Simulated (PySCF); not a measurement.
# C₄H₈BrN: NMR shieldings

Wanted: NMR shieldings for C₄H₈BrN (`CNC/C=C/Br`).

Computed with PySCF 2.14.0 and routines of our own; the level stands in each step. Atoms count from 0.

## (1) The starting structure

14 atoms, charge 0, multiplicity 1; geometry from: GFN2-xTB.

## (2) NMR shieldings: PBE0/pcSseg-1 Br:us-x2c-TZVPall-2c, spin–orbit

The job: settings as JSON, then the geometry in Å.

```
{"job": {"kind": "hnmr", "xc": "PBE0", "basis": {"default": "pcSseg-1", "Br": "us-x2c-TZVPall-2c"}, "rel": "so"}, "charge": 0, "multiplicity": 1}
C     -2.248904    -0.011660     0.404358
N     -0.872185    -0.430139     0.561207
C     -0.009211     0.050275    -0.504603
C      1.382573    -0.449930    -0.285093
C      2.438950     0.339548    -0.238404
Br     4.192349    -0.313636     0.055310
H     -2.370501     1.079964     0.331152
H     -2.825977    -0.372272     1.253303
H     -2.648558    -0.461897    -0.504803
H     -0.514208    -0.108767     1.456436
H     -0.394028    -0.367119    -1.443184
H     -0.010079     1.151778    -0.597957
H      1.472608    -1.516042    -0.135556
H      2.406493     1.409424    -0.374333
```

Level: PBE0/pcSseg-1 Br:us-x2c-TZVPall-2c GIAO NMR shielding, X2C with spin-orbit coupling, screened-nuclear two-electron part, Gaussian nuclei, gas phase.

Started as:

```bash
> OMP_NUM_THREADS=1 python heavy_run.py task.json out
```

One launch serves the whole session: the jobs run in the order shown.

Log:

```text
spin-free SCF
coarse grid: 52952 points
cycle   1  E = -2817.7122799556  dE =  5.250e-01  |g| = 3.794e-01  |ddm| = 3.362e+00
cycle   2  E = -2817.7017023037  dE =  1.058e-02  |g| = 4.161e-01  |ddm| = 6.998e-01
cycle   3  E = -2817.7400335283  dE = -3.833e-02  |g| = 1.112e-01  |ddm| = 4.480e-01
cycle   4  E = -2817.7427746188  dE = -2.741e-03  |g| = 3.689e-02  |ddm| = 1.113e-01
cycle   5  E = -2817.7430880239  dE = -3.134e-04  |g| = 9.851e-03  |ddm| = 3.128e-02
cycle   6  E = -2817.7431092785  dE = -2.125e-05  |g| = 2.969e-03  |ddm| = 9.342e-03
cycle   7  E = -2817.7431108664  dE = -1.588e-06  |g| = 3.685e-04  |ddm| = 1.856e-03
final grid: 111880 points
cycle   8  E = -2817.7431217776  dE = -3.573e-08  |g| = 3.949e-04  |ddm| = 1.194e-03
cycle   9  E = -2817.7431217667  dE =  1.087e-08  |g| = 4.568e-04  |ddm| = 5.916e-04
cycle  10  E = -2817.7431218147  dE = -4.800e-08  |g| = 4.670e-05  |ddm| = 3.107e-04
cycle  11  E = -2817.7431218152  dE = -4.425e-10  |g| = 1.481e-05  |ddm| = 4.545e-05
converged SCF energy = -2817.7431218152
two-component SCF
cycle   1  E = -2817.6777666542  dE = -2.818e+03  |FDS-SDF| = 8.966e+00
cycle   2  E = -2817.8183752149  dE = -1.406e-01  |FDS-SDF| = 9.440e-02
cycle   3  E = -2817.8184939275  dE = -1.187e-04  |FDS-SDF| = 3.187e-03
cycle   4  E = -2817.8185023906  dE = -8.463e-06  |FDS-SDF| = 1.248e-03
cycle   5  E = -2817.8185035065  dE = -1.116e-06  |FDS-SDF| = 7.555e-04
cycle   6  E = -2817.8185037764  dE = -2.698e-07  |FDS-SDF| = 1.398e-04
cycle   7  E = -2817.8185037852  dE = -8.783e-09  |FDS-SDF| = 6.974e-05
converged, E = -2817.8185037852

Field gradients (au) and densities at the nuclei (bohr^-3)
atom        Vxx        Vyy        Vzz        centre      nuclear mean
  0 C     -0.0864    -0.1196     0.2060        114.413        114.413
  1 N      0.5534     0.7026    -1.2559        185.689        185.689
  2 C     -0.0338    -0.1277     0.1614        114.401        114.401
  3 C     -0.0929    -0.2105     0.3034        114.655        114.655
  4 C      0.0647     0.3060    -0.3708        114.635        114.635
  5 Br    -3.5789    -4.2385     7.8175      39258.093      39229.623
  6 H     -0.1353    -0.1512     0.2865          0.389          0.389
  7 H     -0.1477    -0.1630     0.3107          0.389          0.389
  8 H     -0.1444    -0.1609     0.3053          0.390          0.390
  9 H     -0.1583    -0.2299     0.3882          0.383          0.383
 10 H     -0.1392    -0.1510     0.2902          0.388          0.388
 11 H     -0.1315    -0.1444     0.2759          0.389          0.389
 12 H     -0.1538    -0.1700     0.3239          0.383          0.383
 13 H     -0.1494    -0.1770     0.3263          0.384          0.384
without picture change
  5 Br                           8.0750                     60005.404

Core orbital energies (eV)
atom   shell        mean    spread
  5 Br 1s       -13365.826   0.000
  5 Br 2s        -1754.958   0.000
  5 Br 3s         -247.137   0.000
  5 Br 4s          -22.292   0.000
  5 Br 2p1/2     -1578.522   0.000
  5 Br 2p3/2     -1531.273   0.064
  5 Br 3p1/2      -185.413   0.000
  5 Br 3p3/2      -178.486   0.199
  5 Br 3d3/2       -71.463   0.228
  5 Br 3d5/2       -70.397   0.306

Shielding tensors (ppm)
atom      isotropic    diamagn.    paramagn.     s11        s22        s33       span
  0 C       147.49      243.97      -96.48     121.92     135.27     185.28      63.37
  1 N       219.64      320.15     -100.50     178.73     225.29     254.90      76.17
  2 C       126.58      246.50     -119.92     104.13     121.53     154.06      49.92
  3 C        39.60      253.27     -213.66     -73.53      58.32     134.02     207.55
  4 C        70.25      248.99     -178.73     -30.65      95.90     145.51     176.16
  5 Br     2425.84     2986.24     -560.41    1945.23    2178.45    3153.83    1208.60
  6 H        29.19       28.88        0.31      24.79      27.18      35.61      10.81
  7 H        28.79       27.92        0.87      24.39      26.48      35.49      11.10
  8 H        29.25       28.77        0.48      25.10      27.26      35.39      10.28
  9 H        31.93       34.47       -2.55      23.18      33.01      39.59      16.40
 10 H        28.49       30.78       -2.28      24.88      28.34      32.25       7.37
 11 H        28.54       32.12       -3.58      25.17      28.14      32.32       7.15
 12 H        24.86       30.66       -5.80      21.31      23.35      29.93       8.62
 13 H        25.13       29.50       -4.37      20.61      24.77      30.01       9.40
```

Run time: 3.6 min. Hardware: 1 thread of Arm Neoverse N1, shared host; peak memory 1.2 GiB.

From this job:

```csv
quantity,value
energy from spin-orbit coupling,-0.0754 Eh
```

Orbitals, density, ELF and potential are computed afterwards from the orbital file.

Frontier orbitals at PBE0/us-x2c-TZVPall-2c+pcSseg-1, with the share of their density that lies nearest to each atom:

```csv
orbital,energy (eV),lies on
HOMO,-6.66,"N1 62 %; H6, H9, H11 about 8 % each"
LUMO,-0.10,"C3, C4 about 32 % each; H12, H13 about 8 % each; Br5 7 %"
```

ELF in a plane through or near 6 of the atoms.

Ten even steps from '0' (0.00) to '9' (1.00):
```
0000000000000000000000000000
0000000000000000000000000000
0000000000000000000000000000
0000000011000210000000000000
0000000177101870002200000000
0000000599704993059940000000
0001200699806993099981000000
0014650499704991099971000000
0047874443412651179930000000
0058845722855456651441000000
0057432745966366764575000000
0036264646764153376999200000
0015433611452057735999200000
0003788700351058811798000000
0001688600230037610141000000
0000355300000013300000000000
0000122100000000000000000000
0000000000000000000000000000
0000000000000000000000000000
0000000000000000000000000000
```
The map spans 13.5 Å across and 8.0 Å up, centred on the molecule. Atoms in the plane (x, y in Å): C0 (2.3, -0.1), N1 (0.9, -0.6), C4 (-2.5, 0.3), Br5 (-4.2, -0.6), H6 (2.4, 1.0), H13 (-2.4, 1.3).

On the surface of density 0.002 e/bohr³ the electrostatic potential runs, from the 1st to the 99th percentile, from -1.34 V near N1 to 1.26 V near H9.

## (3) NMR shieldings: PBE0/pcSseg-1 Br:us-x2c-TZVPall-2c, spin-free

The job, as its differences from that of step 2:

```diff
@@ -1,2 +1,2 @@
-{"job": {"kind": "hnmr", "xc": "PBE0", "basis": {"default": "pcSseg-1", "Br": "us-x2c-TZVPall-2c"}, "rel": "so"}, "charge": 0, "multiplicity": 1}
+{"job": {"kind": "hnmr", "xc": "PBE0", "basis": {"default": "pcSseg-1", "Br": "us-x2c-TZVPall-2c"}, "rel": "sf"}, "charge": 0, "multiplicity": 1}
 C     -2.248904    -0.011660     0.404358
```

Method: PBE0/pcSseg-1 Br:us-x2c-TZVPall-2c GIAO NMR shielding, spin-free X2C, Gaussian nuclei, gas phase.

Log:

```text
spin-free SCF
coarse grid: 52952 points
cycle   1  E = -2817.7122799556  dE =  5.250e-01  |g| = 3.794e-01  |ddm| = 3.362e+00
cycle   2  E = -2817.7017023037  dE =  1.058e-02  |g| = 4.161e-01  |ddm| = 6.998e-01
cycle   3  E = -2817.7400335283  dE = -3.833e-02  |g| = 1.112e-01  |ddm| = 4.480e-01
cycle   4  E = -2817.7427746188  dE = -2.741e-03  |g| = 3.689e-02  |ddm| = 1.113e-01
cycle   5  E = -2817.7430880239  dE = -3.134e-04  |g| = 9.851e-03  |ddm| = 3.128e-02
cycle   6  E = -2817.7431092785  dE = -2.125e-05  |g| = 2.969e-03  |ddm| = 9.342e-03
cycle   7  E = -2817.7431108664  dE = -1.588e-06  |g| = 3.685e-04  |ddm| = 1.856e-03
final grid: 111880 points
cycle   8  E = -2817.7431217776  dE = -3.573e-08  |g| = 3.949e-04  |ddm| = 1.194e-03
cycle   9  E = -2817.7431217667  dE =  1.087e-08  |g| = 4.568e-04  |ddm| = 5.916e-04
cycle  10  E = -2817.7431218147  dE = -4.800e-08  |g| = 4.670e-05  |ddm| = 3.107e-04
cycle  11  E = -2817.7431218152  dE = -4.425e-10  |g| = 1.481e-05  |ddm| = 4.545e-05
converged SCF energy = -2817.7431218152
check of the scalar solution
cycle   1  E = -2817.7431218151  dE = -2.818e+03  |FDS-SDF| = 1.481e-05
cycle   2  E = -2817.7431218151  dE =  1.410e-11  |FDS-SDF| = 2.137e-05
converged, E = -2817.7431218151

Field gradients (au) and densities at the nuclei (bohr^-3)
atom        Vxx        Vyy        Vzz        centre      nuclear mean
  0 C     -0.0864    -0.1196     0.2060        114.413        114.413
  1 N      0.5533     0.7026    -1.2560        185.689        185.689
  2 C     -0.0337    -0.1277     0.1614        114.401        114.401
  3 C     -0.0930    -0.2105     0.3035        114.655        114.655
  4 C      0.0642     0.3070    -0.3712        114.635        114.635
  5 Br    -3.5826    -4.2429     7.8255      39255.431      39226.961
  6 H     -0.1353    -0.1512     0.2864          0.389          0.389
  7 H     -0.1477    -0.1630     0.3107          0.389          0.389
  8 H     -0.1443    -0.1609     0.3053          0.390          0.390
  9 H     -0.1583    -0.2299     0.3882          0.383          0.383
 10 H     -0.1392    -0.1510     0.2902          0.388          0.388
 11 H     -0.1315    -0.1444     0.2759          0.389          0.389
 12 H     -0.1539    -0.1700     0.3239          0.383          0.383
 13 H     -0.1494    -0.1770     0.3263          0.384          0.384
without picture change
  5 Br                           8.0865                     60005.943

Core orbital energies (eV)
atom   shell        mean    spread
  5 Br 1s       -13366.025   0.000
  5 Br 2s        -1754.995   0.000
  5 Br 3s         -247.144   0.000
  5 Br 4s          -22.293   0.000
  5 Br 2p        -1546.771   0.098
  5 Br 3p         -180.757   0.309
  5 Br 3d          -70.826   0.344

Shielding tensors (ppm)
atom      isotropic    diamagn.    paramagn.     s11        s22        s33       span
  0 C       146.81      243.64      -96.83     121.20     134.49     184.74      63.54
  1 N       218.37      319.92     -101.55     177.06     223.54     254.51      77.45
  2 C       126.89      246.18     -119.29     104.63     121.74     154.30      49.67
  3 C        38.81      253.12     -214.31     -73.90      56.36     133.97     207.87
  4 C        55.42      248.54     -193.12     -38.94      82.55     122.64     161.58
  5 Br     2109.11     3135.27    -1026.16    1571.53    1816.74    2939.05    1367.52
  6 H        29.19       28.88        0.30      24.77      27.18      35.60      10.83
  7 H        28.78       27.92        0.86      24.38      26.47      35.48      11.10
  8 H        29.24       28.78        0.47      25.09      27.26      35.38      10.30
  9 H        31.91       34.47       -2.56      23.17      32.96      39.60      16.43
 10 H        28.37       30.78       -2.41      24.68      28.14      32.30       7.62
 11 H        28.51       32.12       -3.62      25.13      28.12      32.26       7.13
 12 H        25.11       30.66       -5.55      21.40      23.51      30.42       9.02
 13 H        25.25       29.49       -4.24      20.63      25.02      30.09       9.46
```

Run time: 69 s. Hardware: 1 thread of Arm Neoverse N1, shared host; peak memory 1 GiB.

## (4) Shieldings side by side

```csv
run,Br5,C4,N1,C3,C0,C2,H12,time
"step 2, PBE0/pcSseg-1 Br:us-x2c-TZVPall-2c, spin–orbit",2425.8,70.3,219.6,39.6,147.5,126.6,24.9,3.6 min
"step 3, PBE0/pcSseg-1 Br:us-x2c-TZVPall-2c, spin-free",2109.1,55.4,218.4,38.8,146.8,126.9,25.1,69 s
```

## (5) What came out

| quantity | value |
| --- | --- |
| energy from spin-orbit coupling (step 2, PBE0/pcSseg-1 Br:us-x2c-TZVPall-2c, spin–orbit) | -0.0754 Eh |
| shieldings (step 2, PBE0/pcSseg-1 Br:us-x2c-TZVPall-2c, spin–orbit) | C0 147.5, N1 219.6, C2 126.6, C3 39.6, C4 70.3, Br5 2425.8 ppm |
| surface potential, 1st and 99th percentile | -1.34 V and 1.26 V |
| shieldings (step 3, PBE0/pcSseg-1 Br:us-x2c-TZVPall-2c, spin-free) | C0 146.8, N1 218.4, C2 126.9, C3 38.8, C4 55.4, Br5 2109.1 ppm |

What this shows: In step 2, Br5 has the widest tensor, 1209 ppm. Br5 moves most between the runs, by 317 ppm; the labels say what changes from run to run.
